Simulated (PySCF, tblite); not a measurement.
# C5H7FO4: geometry, infrared bands and NMR shifts

Aim: predict the infrared bands and NMR shifts of C5H7FO4 (`CCO[C@@]1(F)COC(=O)O1`).

Programs: tblite 0.8.0 and PySCF 2.14.0, with density-fitted response routines of our own. Each step states its level of theory. These are calculated values for one molecule in the gas phase, unless marked as measured. Atoms are numbered from 0 throughout.

**1. Starting geometry**

17 atoms, charge 0, multiplicity 1; geometry from: force field or distance geometry start.

Bonds of the start (Å): C0–C1 1.50, C1–O2 1.37, O2–C3 1.36, C3–F4 1.37, C3–C5 1.51, C5–O6 1.42, O6–C7 1.41, C7–O8 1.26, C7–O9 1.40, O9–C3 1.43, C0–H10 1.11, C0–H11 1.11, C0–H12 1.12, C1–H13 1.13, C1–H14 1.10, C5–H15 1.11, C5–H16 1.10.

**2. Geometry optimisation with GFN2-xTB**

Job settings and geometry (Å):

```
{"job": {"kind": "relax", "xc": "GFN2-xTB", "basis": "xTB"}, "charge": 0, "multiplicity": 1}
C     -2.362300     0.920500    -0.134100
C     -1.396000    -0.111700     0.366000
O     -0.298000    -0.089800    -0.447500
C      0.711800    -0.961400    -0.164300
F      0.375500    -2.286800    -0.308100
C      1.899500    -0.539800    -0.987900
O      2.437400     0.577400    -0.300000
C      1.905800     0.519200     1.007500
O      2.107200     1.431400     1.857900
O      1.161700    -0.656100     1.154500
H     -2.054900     1.168600    -1.176000
H     -2.213100     1.840600     0.465000
H     -3.420500     0.556200    -0.101800
H     -1.068300     0.229700     1.387000
H     -1.892400    -1.087200     0.480400
H      1.463500    -0.158000    -1.934900
H      2.636000    -1.340900    -1.173600
```

Run with:

```sh
> OMP_NUM_THREADS=1 python probes_run.py task.json out
```

The driver reads the jobs from task.json and runs them one after another.

**Question.** This job is followed by: GFN2-xTB harmonic vibrations, gas phase; GIAO PBE0/pcSseg-1 NMR shielding, non-relativistic, gas phase. What will the session give for the following? strongest single infrared mode (GFN2-xTB); zero-point energy (GFN2-xTB); ¹³C shifts against TMS (PBE0/pcSseg-1); ¹H shifts against TMS (PBE0/pcSseg-1, means over atoms taken as alike); ¹⁷O shifts against H2O (PBE0/pcSseg-1); ¹⁹F shifts against CFCl3 (PBE0/pcSseg-1).

As calculated:

| quantity | value |
| --- | --- |
| strongest single infrared mode (GFN2-xTB) | 1887 cm⁻¹, 734 km/mol |
| zero-point energy (GFN2-xTB) | 77.0 kcal/mol |
| ¹³C shifts against TMS (PBE0/pcSseg-1) | 155.2, 128.2, 77.7, 64.8, 16.5 ppm |
| ¹H shifts against TMS (PBE0/pcSseg-1, means over atoms taken as alike) | 4.62, 4.41, 4.31, 4.26, 1.41 ppm |
| ¹⁷O shifts against H2O (PBE0/pcSseg-1) | 310.0, 220.1, 155.6, 121.2 ppm |
| ¹⁹F shifts against CFCl3 (PBE0/pcSseg-1) | -89.4 ppm |

Relaxing lowered the energy by 1.204 eV in 132 steps; the close pair that moved most is C7–O8, from 1.263 to 1.179 Å. All 45 modes are real, so the xTB geometry is a minimum. The strongest single mode, at 1887 cm⁻¹, moves mainly C7 and O8. GFN2-xTB is a fitted tight-binding method: band positions and strengths are rough. Its intensities can rank the bands wrongly. The most deshielded carbon is C7 (carbonate carbon), at 155.2 ppm: it is a carbonyl in resonance with an O or N lone pair, the region of acids, esters and amides. At PBE0/pcSseg-1: The widest tensor belongs to O8: span 419 ppm, with a paramagnetic part of -369 ppm.
